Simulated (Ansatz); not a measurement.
# BGeO (quartet): from Hartree-Fock to the top rungs, cc-pVDZ

The task here is to estimate one member of a computed series from the others.

Computed with Ansatz 0.2.0, Gaussian basis. Level: cc-pVDZ, core rule «outside noble gas», up to 16 orbitals frozen.

Plan: UHF; CCSD(T) on ROHF; CCSD(T) on UHF; BCCD(T) on ROHF; CISD; CCSDT(Q) on ROHF; CCSDT(Q) on UHF; CASSCF and MRCISD+Q, 11 electrons in 11 orbitals; CASSCF and NEVPT2, 11 electrons in 11 orbitals.

32 further runs of the same task are left out: 6 for a known fault of the program, 11 that didn't finish, 15 set aside as unsound or not needed.

## The system

The geometry is a PBE0/def2-TZVP stationary point (not a proven minimum). No spin-orbit coupling is included. The filled d shell of Ge may be among the frozen orbitals whatever the setting's name suggests; the logs give the count.

3 atoms, charge 0, spin multiplicity 4.

Atoms are counted from 1 here; the program's logs count them from 0.

Bond lengths: B1–Ge2 1.875 Å, Ge2–O3 1.621 Å. Angles: B1–Ge2–O3 180.0°.

Set-up of the first run:

in.yaml

```yaml
crystal:
  periodic: [false, false, false]
  atoms:
    - {symbol: B, position_ang: [0.000000, 0.000000, 1.790400]}
    - {symbol: Ge, position_ang: [0.000000, 0.000000, -0.084500]}
    - {symbol: O, position_ang: [0.000000, 0.000000, -1.705900]}
basis:
  gaussian: {orbitals: cc-pVDZ}
magnetization: {spin_polarized: true, initial_magnetization: 3}
hamiltonian: {xc: hf}
output: {orbitals: {seedname: orbitals}}
```

Launch:

```
> ansatz run in.yaml --threads 1 --pin off --events-out ev --progress --plain --max-ram 2393MiB
```

Among the steps run: UHF; CCSD(T) on ROHF; CCSD(T) on UHF; BCCD(T) on ROHF; CISD; CCSDT(Q) on ROHF; CCSDT(Q) on UHF; CASSCF and MRCISD+Q, 11 electrons in 11 orbitals; CASSCF and NEVPT2, 11 electrons in 11 orbitals.

One table of the session follows, with a row left open; its other results are not shown here.

It belongs to the step «Misses and costs». 

```
          method  from RCCSDT(Q) (meV)
            ROHF               +9288.0
             UHF               +9225.4
            RMP2                +743.2
            UMP2                +756.2
           RCCSD                +515.7
           UCCSD                     ?
        RCCSD(T)                 +78.7
        UCCSD(T)                 +80.8
         BCCD(T)                 +70.5
          RCCSDT                 +36.3
          UCCSDT                 +36.4
       RCCSDT(Q)                     0
       UCCSDT(Q)                 -32.7
  CASSCF valence               +5411.7
  NEVPT2 valence               +1089.7
  MRCISD valence                +470.1
MRCISD+Q valence                +124.3
```

Q: Estimate the row for UCCSD from the others.

The run gave: from RCCSDT(Q) (meV): +512.0. In the column «from RCCSDT(Q) (meV)» it lies between MRCISD valence (+470.1) and RCCSD (+515.7).

Not comparable, so not listed: CISD (they don't share determinant, frozen orbitals or solution with the rows shown, or repeat one).

Limits of these values: Restricted and unrestricted rows rest on different reference determinants; where their highest levels disagree by more than a few hundredths of an eV, they describe different states and don't form one ladder.
